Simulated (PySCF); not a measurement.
# C4H10AlCl: electronic excitations

What electronic excitations should C4H10AlCl (`C[C](C)(C)[AlH][Cl]`) show?

Computed with PySCF 2.14.0, with density-fitted response routines of our own, on a single molecule in the gas phase. Atoms are numbered from 0 throughout.

## (1) The starting structure

16 atoms, charge 0, multiplicity 1; geometry from: GFN2-xTB.

Bonds of the start (Å): C0–C1 1.54, C1–C2 1.54, C1–C3 1.53, C1–Al4 2.03, Al4–Cl5 2.02, C0–H6 1.09, C0–H7 1.09, C0–H8 1.09, C2–H9 1.09, C2–H10 1.09, C2–H11 1.09, C3–H12 1.09, C3–H13 1.09, C3–H14 1.09, Al4–H15 1.54.

## (2) Excited states and response: CAM-B3LYP/def2-SVPD

The job: settings as JSON, then the geometry in Å.

```
{"job": {"kind": "uv", "xc": "CAM-B3LYP", "basis": "def2-SVPD", "nstates": 8, "ntriplets": 3}, "charge": 0, "multiplicity": 1}
C     -0.653625    -1.111748    -0.874943
C     -0.028800     0.007882    -0.027357
C     -0.068354     1.304003    -0.852676
C     -0.838939     0.191868     1.261133
Al     1.849485    -0.453683     0.599740
Cl     3.461623    -0.833720    -0.564252
H     -0.717872    -2.039004    -0.305056
H     -1.659191    -0.836992    -1.198609
H     -0.050676    -1.300036    -1.764495
H      0.557747     1.210374    -1.741322
H     -1.086671     1.526450    -1.176921
H      0.296626     2.147313    -0.265884
H     -1.877528     0.445546     1.046007
H     -0.407795     0.987672     1.870338
H     -0.822316    -0.723875     1.854049
H      2.038687    -0.513106     2.128838
```

Method: TDDFT CAM-B3LYP/def2-SVPD, vertical, gas phase, core orbitals frozen in the response.

Launch:

```bash
OMP_NUM_THREADS=1 python probes_run.py task.json out
```

This one command runs all jobs of the session in turn.

Predict these results of the whole session: lowest singlet (CAM-B3LYP/def2-SVPD); brightest single state of those computed; lowest triplet; surface potential, 1st and 99th percentile.

**Answer**, as computed:

| quantity | value |
| --- | --- |
| lowest singlet (CAM-B3LYP/def2-SVPD) | 4.75 eV (261 nm), f = 0.001 |
| brightest single state of those computed | state 8, 7.60 eV, f = 0.145 |
| lowest triplet | 4.42 eV |
| surface potential, 1st and 99th percentile | -0.48 V and 3.12 V |

In words: The first singlet state (HOMO→LUMO 0.97) lies at 4.75 eV and is dark; of the 8 states computed, the strongest absorption comes from state 8 at 7.60 eV (the last computed, so partners may be missing). The lowest triplet lies 0.34 eV below the lowest singlet (triplets in Tamm-Dancoff, singlets in full TDDFT).
